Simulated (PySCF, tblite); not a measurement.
# C₁₀H₁₆: geometry, infrared bands and NMR shifts

Aim: predict the infrared bands and NMR shifts of C₁₀H₁₆ (`C=CC/C(=C/CC)C(=C)C`).

The runs use tblite 0.8.0 and PySCF 2.14.0, with density-fitted response routines of our own; the level of theory stands in each step. All values are computed, except where a source is named. Atoms count from 0, in the outputs and in this text.

**1. The molecule as given**

26 atoms, charge 0, multiplicity 1; geometry from: force field or distance geometry start.

Bonds of the start (Å): C0–C1 1.35, C1–C2 1.52, C2–C3 1.53, C3–C4 1.35, C4–C5 1.51, C5–C6 1.52, C3–C7 1.47, C7–C8 1.34, C7–C9 1.49, C0–H10 1.08, C0–H11 1.08, C1–H12 1.07, C2–H13 1.10, C2–H14 1.09, C4–H15 1.09, C5–H16 1.10, C5–H17 1.09, C6–H18 1.09, C6–H19 1.11, C6–H20 1.10, C8–H21 1.09, C8–H22 1.08, C9–H23 1.09, C9–H24 1.10, C9–H25 1.10.

**2. Geometry optimisation with GFN2-xTB**

What the job is given:

```
{"job": {"kind": "relax", "xc": "GFN2-xTB", "basis": "xTB"}, "charge": 0, "multiplicity": 1}
C      2.990300    -0.612500    -2.194500
C      1.728000    -0.935500    -1.848200
C      1.305900    -1.227800    -0.422600
C      0.143500    -0.331500     0.006400
C     -1.136800    -0.723800    -0.170700
C     -2.389000     0.032900     0.183500
C     -3.170900    -0.685300     1.264700
C      0.515200     0.896400     0.714700
C      0.352000     1.006500     2.039500
C      1.046400     2.011000    -0.126200
H      3.773400    -0.516800    -1.461800
H      3.228200    -0.425600    -3.231500
H      0.966500    -1.025300    -2.600800
H      0.995700    -2.278600    -0.377300
H      2.133000    -1.120300     0.276900
H     -1.319300    -1.670400    -0.668800
H     -2.167700     1.058700     0.517200
H     -3.007000     0.118800    -0.712400
H     -3.457300    -1.692800     0.953000
H     -2.582800    -0.775600     2.197000
H     -4.091600    -0.130300     1.504300
H      0.607800     1.926100     2.563000
H     -0.043900     0.202700     2.649000
H      1.125600     2.936500     0.440000
H      2.050600     1.775400    -0.503200
H      0.383100     2.209700    -0.977700
```

The run is started by

```
OMP_NUM_THREADS=1 python probes_run.py task.json out
```

This one command runs all jobs of the session in turn.

**Question.** This job is followed by: GFN2-xTB harmonic vibrations, gas phase; GIAO PBE0/pcSseg-1 NMR shielding, non-relativistic, gas phase. What will the session give for the following? strongest single infrared mode (GFN2-xTB); zero-point energy (GFN2-xTB); ¹³C shifts against TMS (PBE0/pcSseg-1); ¹H shifts against TMS (PBE0/pcSseg-1, means over atoms taken as alike).

As calculated:

| quantity | value |
| --- | --- |
| strongest single infrared mode (GFN2-xTB) | 3039 cm⁻¹, 73 km/mol |
| zero-point energy (GFN2-xTB) | 142.3 kcal/mol |
| ¹³C shifts against TMS (PBE0/pcSseg-1) | 158.8, 153.7, 150.6, 136.6, 121.3, 116.7, 49.9, 28.2, 28.2, 17.9 ppm |
| ¹H shifts against TMS (PBE0/pcSseg-1, means over atoms taken as alike) | 6.12, 5.60, 5.40, 5.23, 5.12, 4.85, 2.98, 2.18, 2.04, 1.01 ppm |

In words: The optimisation took 70 steps and gained 0.132 eV; among the close pairs (by a distance rule), C0–C1 changed most, from 1.348 to 1.320 Å. The lowest mode is slightly imaginary (5i cm⁻¹), a soft motion within the noise of the Hessian, so the minimum is not strictly shown. Unscaled tight-binding wavenumbers are off by several per cent, some by more. Its intensities can rank the bands wrongly.
